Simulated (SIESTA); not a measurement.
Runs of SIESTA 5.4.2 on NaLaMnMoO6. It takes space group P2_1 (No. 4, monoclinic). Conventional cell: a = 5.557 Å, b = 5.598 Å, c = 8.025 Å, α = 90.00°, β = 90.44°, γ = 90.00°. Na (site symmetry 1) is surrounded by 4 O at 2.36 to 2.63 Å. La (site symmetry 1) is surrounded by 8 O at 2.40 to 2.69 Å. Around Mn (site symmetry 1) lie 6 O at 2.07 to 2.20 Å. Mo (site symmetry 1) is surrounded by 5 O at 1.83 to 2.03 Å. Around O (site symmetry 1) lie 1 Mo at 1.83 Å and 1 Mn at 2.08 Å. Around O (site symmetry 1) lie 1 Mo at 1.87 Å. Around O (site symmetry 1) lie 1 Mo at 1.91 Å and 1 Mn at 2.08 Å. O (site symmetry 1) has 1 Mo at 2.03 Å and 1 Mn at 2.07 Å as nearest neighbours. The cell was built by a generator and needn't be a form met in nature.

| task | level | potentials or basis | U | hubbard projector method | U from the first cycle | broadening (eV) | window from (eV) | window to (eV) | gap on the mesh (eV) | pressure (GPa) | moment (μB) | largest force (eV/Å) |
| --- | --- | --- | --- | --- | --- | --- | --- | --- | --- | --- | --- | --- |
| density of states | PBE+U | PseudoDojo 0.4 standard (PBE files), DZP (energy shift 0.003 Ry; two zetas on semicore shells) | Mn d U = 6 eV, Mo d U = 6 eV | 1 | yes | 0.1 eV | -25 eV | 5 eV | 1.29 | 7.5 | 10.00 | (b) |
| density of states | PBE | PseudoDojo 0.4 standard (PBE files), DZP (energy shift 0.003 Ry; two zetas on semicore shells) | - | 1 | yes | 0.1 eV | -25 eV | 5 eV | 0.10 | 5.2 | 9.97 | 0.75 |
| band structure | PBE | PseudoDojo 0.4 standard (PBE files), DZP (energy shift 0.003 Ry; two zetas on semicore shells) | - | - | - | - | - | - | 0.10 | 5.2 | 9.97 | 0.75 |
| density of states | PBE+U | PseudoDojo 0.4 standard (PBE files), DZP (energy shift 0.003 Ry; two zetas on semicore shells) | Mn d U = 4 eV, Mo d U = 4 eV | 1 | yes | 0.1 eV | -25 eV | 5 eV | 1.03 | (c) | 10.00 | 0.50 |
| band structure | PBE | PseudoDojo 0.4 standard (PBE files), TZDP (energy shift 0.003 Ry; two zetas on semicore shells) | - | - | - | - | - | - | 0.13 | 4.4 | 9.97 | 0.80 |
| density of states | PBE+U | PseudoDojo 0.4 standard (PBE files), DZP (energy shift 0.003 Ry; two zetas on semicore shells) | Mn d U = 2 eV, Mo d U = 2 eV | 1 | yes | 0.1 eV | -25 eV | 5 eV | 0.66 | 6.0 | 10.00 | 0.40 |
| band structure | PBE | PseudoDojo 0.4 standard (PBE files), TZP (energy shift 0.003 Ry; two zetas on semicore shells) | - | - | - | - | - | - | 0.12 | (d) | 9.97 | 0.66 |
| band structure | PBE | PseudoDojo 0.4 standard (PBE files), SZP (energy shift 0.003 Ry; radii capped at 9.5 bohr) | - | - | - | - | - | - | none | 7.0 | 9.87 | (a) |

Alike in all rows: spin collinear, ferromagnetic start; cell as given; k mesh 5 × 5 × 4; smearing fermi-dirac 0.05 eV; grid cutoff 800 Ry; energy shift 0.003 Ry.

Question: Fill in the values left out.

Answer: (a) 1.61; (b) 0.67; (c) 6.8; (d) 4.3.

Caveats: short orbitals over semicore shells can move pressures by several GPa; spin-orbit coupling is left out, which moves the levels of the heavy elements; the basis of atomic orbitals isn't converged, which shifts pressures, moduli and gaps; only a ferromagnetic start was run, and an antiferromagnetic order may lie lower in energy; an odd mesh through Γ misses points on the zone boundary, where band edges often lie (some runs); semilocal functionals often make such compounds metallic where correlation or magnetic order opens a gap, which also shifts bond lengths (some runs); forces of over 1 eV/Å show positions far from the minimum, so gaps and moduli don't describe the material at rest (some runs).

A k mesh can miss the band edges, and the runs leave out spin-orbit coupling on La, Mo.

A gap of «none» marks a metal or a gap under the smearing width.
